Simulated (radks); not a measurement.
# Lu²⁺ in [Xe] 4f14 6s1: an all-electron calculation

One table from this session's results is given with a row withheld; the runs are named, their logs left out.

Method: scalar-relativistic Kohn-Sham, exchange-only r2SCAN, spin-unpolarised, spherical densities, finite nucleus. Code: radks (a radial shooting solver on a logarithmic mesh, Libxc functionals) version 1.

## The atom as given

| Property | Result |
| --- | --- |
| element | lutetium (Z = 71) |
| charge | +2 |
| electrons | 69 |
| configuration | [Xe] 4f14 6s1 |
| nuclear rms radius | 5.37 fm |

The outer shells:

Lu²⁺
```
[Xe] core
4f [↑↓][↑↓][↑↓][↑↓][↑↓][↑↓][↑↓]
6s [↑ ]
```

The first run:

Input:

```text
Z 71
configuration [Xe] 4f14 6s1 5d0 6p0
relativity scalar-relativistic
functional r2scan,
spin unpolarised
nucleus finite rms 5.37 fm
c 137.035999084
```

Launch:

```
> python run_ks.py task.json out
```

This one command runs every case of the session in turn.

One of the session's tables, all rows but one given; the rest of the session is left out.

It belongs to the step «Radial structure». Radial moments (bohr):

```
level      <r>  outermost maximum (interpolated)  90 % within  nodes
   1s  0.01932                            0.0121       0.0351      0
   2s  0.08182                            0.0693        0.127      1
   2p  0.07292                            0.0566        0.119      0
   3s   0.2123                             0.196        0.311      2
   3p   0.2121                             0.193        0.317      1
   3d   0.1925                             0.158        0.299      0
   4s   0.4782                             0.446        0.686      3
   4p   0.5078                             0.467        0.738      2
   4d   0.5478                             0.481        0.823      1
   5s    1.172                              1.05         1.69      4
   5p        ?                                 ?            ?      ?
   4f   0.7182                             0.470         1.23      0
   6s    3.164                              2.83         4.54      5
   5d    2.192                              1.67         3.44      2
   6p    3.721                              3.41         5.28      4
```

Estimate the missing values for 5p.

The run gave: <r>: 1.376; outermost maximum (interpolated): 1.19; 90 % within: 2.02; nodes: 3. In the column «<r>» it lies between 5s (1.172) and 5d (2.192).

To keep in mind: Spin polarisation and multiplet splitting are left out.
